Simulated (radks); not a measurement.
# Kr in [Ar] 3d10 4s1 4p6 4d1: an all-electron calculation

One table from this session's results is given with a row withheld; the runs are named, their logs left out.

Program: radks (a radial shooting solver on a logarithmic mesh, Libxc functionals) version 1. Level of theory: Dirac Kohn-Sham, Wu-Cohen GGA, spin-unpolarised, spherical densities, point nucleus; open shells are shared between the two j in proportion to 2j + 1. These are calculated values, not measurements, unless marked.

**Starting point**

* element: krypton (Z = 36)
* charge: 0
* electrons: 36
* configuration: [Ar] 3d10 4s1 4p6 4d1

The outer shells:

Kr
```
[Ar] core
3d [↑↓][↑↓][↑↓][↑↓][↑↓]
4s [↑ ]
4p [↑↓][↑↓][↑↓]
4d [↑ ][  ][  ][  ][  ]
```

The first run:

Input:

```text
Z 36
configuration [Ar] 3d10 4s1 4p6 4d1 5s0 5p0 4f0 5d0
relativity Dirac
functional wc,pbe
spin unpolarised
j_filling average
nucleus point
c 137.035999084
```

The run is started by

```
$ python run_ks.py task.json out
```

The same process makes all the runs of this session.

Steps of the session up to this table: Self-consistent calculation.

One table of the session follows, with a row left open; its other results are not shown here.

It belongs to the step «Radial structure». Radial moments (bohr):

| level | <r> | outermost maximum (interpolated) | 90 % within | nodes |
| --- | --- | --- | --- | --- |
| 1s1/2 | 0.04149 | 0.0271 | 0.0742 | 0 |
| 2s1/2 | ? | ? | ? | ? |
| 2p1/2 | 0.1574 | 0.121 | 0.258 | 0 |
| 2p3/2 | 0.1613 | 0.124 | 0.263 | 0 |
| 3s1/2 | 0.5303 | 0.467 | 0.789 | 2 |
| 3p1/2 | 0.5334 | 0.457 | 0.814 | 1 |
| 3p3/2 | 0.5439 | 0.466 | 0.829 | 1 |
| 3d3/2 | 0.5528 | 0.409 | 0.905 | 0 |
| 3d5/2 | 0.5567 | 0.412 | 0.911 | 0 |
| 4s1/2 | 1.530 | 1.32 | 2.26 | 3 |
| 4p1/2 | 1.792 | 1.49 | 2.71 | 2 |
| 4p3/2 | 1.830 | 1.52 | 2.77 | 2 |
| 5s1/2 | 5.446 | 4.23 | 8.42 | 4 |
| 5p1/2 | 8.095 | 7.08 | 12.0 | 3 |
| 5p3/2 | 8.204 | 7.20 | 12.1 | 3 |
| 4d3/2 | 7.917 | 7.49 | 13.2 | 1 |
| 4d5/2 | 8.002 | 7.60 | 13.3 | 1 |

**Question.** Estimate the row for 2s1/2.

The run gave: <r>: 0.1833; outermost maximum (interpolated): 0.154; 90 % within: 0.284; nodes: 1. In the column «<r>» it lies between 2p3/2 (0.1613) and 3s1/2 (0.5303).
